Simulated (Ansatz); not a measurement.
Debugging a scan of one input key of SF₆, space group Im-3m (Ansatz 0.2.0, Python API).

The script, `run_edit.py`:
```python
# -*- coding: utf-8 -*-
"""Editing single keys of the input for SF6."""

import ansatz as az
from tabulate import tabulate

FUNCTIONAL = "pbesol"

cell = (
    az.Lattice.bcc(5.74700947)
    .space_group(229)
    .atom("S", [0.0, 0.0, 0.0])
    .atom("F", [0.0, 0.0, 0.72562721])
    .primitive()
)

calculation = (
    cell.calculation()
    .functional(FUNCTIONAL)
    .occupations(az.OccupationsMethod.FIXED)
    .pseudopotentials("paw")
    .basis(31 * az.Ry)
    .kpoints(6)
    .band_table()
)
typed = calculation.input()
rows = []
for value in [2, 5, 10]:
    edited = typed.set(az.key.scf.mixing.ndim, value)
    data = az.Session.from_dict(edited).plan().execute().report
    rows.append((value, data["free_energy_ev"], data.n_iterations, len(data["eigenvalues_ev"][0]) if "eigenvalues_ev" in data else 0))
print(tabulate(rows, headers=["history", "F eV", "iterations", "bands listed"], floatfmt=".4f", tablefmt="plain"))
```

```console
$ python run_edit.py
Traceback (most recent call last):
  File "run_edit.py", line 31, in <module>
    rows.append((value, data["free_energy_ev"], data.n_iterations, len(data["eigenvalues_ev"][0]) if "eigenvalues_ev" in data else 0))
                                                ^^^^^^^^^^^^^^^^^
AttributeError: 'dict' object has no attribute 'n_iterations'
$ echo $?
1
```

What is wrong, and how is it mended?

The fault: the report is a dict and is read by key. The change:

```diff
--- before
+++ after
@@ -30,3 +30,3 @@
     data = az.Session.from_dict(edited).plan().execute().report
-    rows.append((value, data["free_energy_ev"], data.n_iterations, len(data["eigenvalues_ev"][0]) if "eigenvalues_ev" in data else 0))
+    rows.append((value, data["free_energy_ev"], data["n_iterations"], len(data["eigenvalues_ev"][0]) if "eigenvalues_ev" in data else 0))
 print(tabulate(rows, headers=["history", "F eV", "iterations", "bands listed"], floatfmt=".4f", tablefmt="plain"))
```

After the fix:

`python run_edit.py` gives:
```text
  history        F eV    iterations    bands listed
        2  -5683.7909            10              30
        5  -5683.7909             6              30
       10  -5683.7909             6              30
```

Reading the output:
- Total energies depend on the potentials; only differences at equal settings carry meaning. A total without «per atom» is that of the cell as typed.
- This cell is a computed structure, which may not be the phase found in nature.
- Wall time of the script: 15 s on 1 thread of Arm Neoverse N1, on a shared host, peak memory 0.38 GiB.
